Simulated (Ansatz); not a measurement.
# Ti: the cost of one run

Method: DFT PBEsol, scalar-relativistic, plane waves, PAW, in Ansatz 0.2.0.

### Step 1. The system as given

It takes space group P6_3/mmc (No. 194, hexagonal). Conventional cell: a = 2.950 Å, b = 2.950 Å, c = 4.686 Å, α = 90.00°, β = 90.00°, γ = 120.00°. Around Ti (site symmetry -6m2) lie 12 Ti at 2.90 to 2.95 Å.

Structure file:

```
CELL_PARAMETERS angstrom
2.95000 0.00000 0.00000
-1.47500 2.55477 0.00000
0.00000 0.00000 4.68600
ATOMIC_POSITIONS crystal
Ti 0.33333 0.66667 0.25000
Ti 0.66667 0.33333 0.75000
```

This is candidate A: structure reported for this formula (P6_3/mmc, No. 194).

(A quick probe on a coarse mesh, which set the mesh and smearing, is not shown.)

### Step 3. A loose first relaxation (candidate A)

Input file input.yaml:

```yaml
crystal:
  lattice:
    - [2.9499978604, 0.0, 0.0]
    - [-1.4749989302, 2.5547730882, 0.0]
    - [0.0, 0.0, 4.686]
  atoms:
    - { symbol: Ti, position: [0.3333333333, 0.6666666667, 0.25] }
    - { symbol: Ti, position: [0.6666666667, 0.3333333333, 0.75] }
basis:
  ecutwfc: 420
kpoints:
  mp_grid: { grid: [6, 6, 4] }
hamiltonian:
  xc: pbesol
scf:
  occupations: { method: gaussian, width: 0.1 }
  lower_state_search: "off"
output:
  forces: true
  stress: true
  eigenvalues: true
relax:
  adjacent_minimum: "off"
  f_tol: 0.04
  max_steps: 70
  cell: { stress_tol: 0.4 }
```

**Question.** How long does this run take on 1 thread of an x86-64 CPU, shared host, and how much memory does it need?

About 2.7 s, with a peak of 0.35 GiB.
